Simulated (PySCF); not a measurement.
# CoH₃⁻: relaxation and vibrations of the doublet

The task is one start of a wider search on CoH₃⁻: the doublet, from a trigonal planar start. It is relaxed, tested by its Hessian and followed downhill if it is a saddle.

Program: PySCF 2.14.0. Level of theory: PBE0, basis Co def2-TZVPD, H def2-TZVPD, no relativity, density fitting. These are calculated values, not measurements.

## Step 1: Where the work starts

4 atoms, charge -1, spin multiplicity 2.

Bond lengths: Co1–H2 1.430 Å, Co1–H3 1.430 Å, Co1–H4 1.430 Å. Angles: H2–Co1–H3 120.0°, H2–Co1–H4 120.0°, H3–Co1–H4 120.0°.

Coordinates in bohr (charge -1 multiplicity 2):
```
Co    0.0000    0.0000    0.0000
H     2.7023    0.0000    0.0000
H    -1.3512    2.3402    0.0000
H    -1.3511   -2.3403    0.0000
```

## Step 2: Relaxation: trigonal planar start, doublet

The steps below are one call of a driver around PySCF. For each, scf.py gives the equivalent set-up of the SCF; relaxations use the driver's own optimiser. Before each start the driver seeks the lowest SCF state from one or more starting densities and follows internal instabilities, so scf.py alone need not reach the same state.

The program finds D3h symmetry in the start, which this walk keeps.

Input file scf.py:

```python
from pyscf import gto, scf, dft
mol = gto.M(atom='''
Co     0.000000    -0.000000    -0.000000
H      1.429991     0.000008    -0.000000
H     -0.715002     1.238404     0.000000
H     -0.714988    -1.238412    -0.000000''',
    basis={'Co': 'def2-TZVPD', 'H': 'def2-TZVPD'},
    charge=-1, spin=1)
mf = dft.UKS(mol, xc='PBE0')
mf.grids.atom_grid = (50, 194)
aux = {'Co': 'def2-universal-JKFIT', 'H': 'def2-universal-JKFIT'}
mf = mf.density_fit(auxbasis=aux)
mf.kernel()
```

Further steps of the session: Releasing the symmetry; Frequencies; Downhill along the imaginary mode; Vibrations and properties at this point.

Q: Predict the outcome of this session. Wanted: minimum; geometry; wavenumbers; dipole moment; highest occupied, lowest empty level; polar-tensor charge of Co1; zero-point energy; ⟨S²⟩.

The runs gave:

```
                                          quantity                                                              value
                                           minimum                                                       doublet, C2v
                                          geometry  Co–H 1.517 Å (×2), Co–H 1.667 Å; H–Co–H 68.4°, H–Co–H 145.8° (×2)
                                wavenumbers (cm⁻¹)      118 (b2), 416 (b1), 544 (a1), 1444 (a1), 1655 (a1), 1703 (b2)
                    dipole moment (centre of mass)                                                             0.87 D
highest occupied, lowest empty level (either spin)                                                      0.14, 3.43 eV
                        polar-tensor charge of Co1                                                            -0.09 e
                                 zero-point energy                                                        35.2 kJ/mol
                               entropy at 298.15 K                                                    245.5 J/(mol K)
                                              ⟨S²⟩                                                              0.910
```

In words: From D3h at the start the molecule goes to a C2v minimum. In the infrared the band at 416 cm⁻¹ (b1, bend) leads. Most of the spin sits on Co1 (Mulliken spin 1.40, against 1 for the whole molecule). Only this shape and spin were tried, so other structures or states may lie lower. A highest occupied level above zero is common for anions with such functionals; it warns that the extra electron is poorly described. One determinant may miss the lowest occupation of an open d or f shell.
